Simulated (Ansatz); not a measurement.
# BH5OSb: the cost of one run

Method: RKS PBE-D4/def2-TZVP, in Ansatz 0.2.0.

## Step 1: Starting point

Bond lengths: B1–Sb2 2.219 Å, Sb2–O3 2.415 Å, B1–H4 1.161 Å, B1–H5 1.161 Å, Sb2–H6 1.707 Å, O3–H7 0.966 Å, O3–H8 0.966 Å. Angles: B1–Sb2–O3 91.1°, B1–Sb2–H6 90.9°, O3–Sb2–H6 84.2°, Sb2–B1–H4 119.5°, Sb2–B1–H5 118.5°, H4–B1–H5 121.9°, Sb2–O3–H7 121.8°, Sb2–O3–H8 125.4°, H7–O3–H8 107.6°.

As a file:

```xyz
8

B    -1.0881    0.7678   -1.0500
Sb    0.6290    1.2467    0.2708
O     1.1865   -1.0948    0.4739
H    -1.2257   -0.3178   -1.4391
H    -1.8135    1.6240   -1.3486
H    -0.3243    0.9614    1.6582
H     2.0694   -1.3877    0.7326
H     0.5668   -1.7996    0.7022
```

## Step 2: Relaxing end A

Contents of input.yaml:

```yaml
crystal:
  periodic: [false, false, false]
  atoms:
    - { symbol: B, position_ang: [-1.08815, 0.76777, -1.05005] }
    - { symbol: Sb, position_ang: [0.62904, 1.24669, 0.2708] }
    - { symbol: O, position_ang: [1.18651, -1.0948, 0.47386] }
    - { symbol: H, position_ang: [-1.22572, -0.31782, -1.43907] }
    - { symbol: H, position_ang: [-1.8135, 1.62403, -1.34861] }
    - { symbol: H, position_ang: [-0.32433, 0.96142, 1.6582] }
    - { symbol: H, position_ang: [2.06938, -1.38772, 0.73262] }
    - { symbol: H, position_ang: [0.56679, -1.79958, 0.70224] }
total_charge: 1
basis:
  gaussian: { orbitals: def2-TZVP }
hamiltonian:
  xc: pbe
  dispersion: d4
relax:
  f_tol: 0.015
  max_steps: 40
```

Command:

```sh
$ ansatz run input.yaml --threads 2 --pin off --max-ram 3072MiB --backend cpu --events-out ev --progress --plain --runs-dir out
```

What time and memory should one allow on 2 threads of Intel Xeon Platinum 8488C (Sapphire Rapids), shared host?

About 18 s, with a peak of 0.25 GiB.
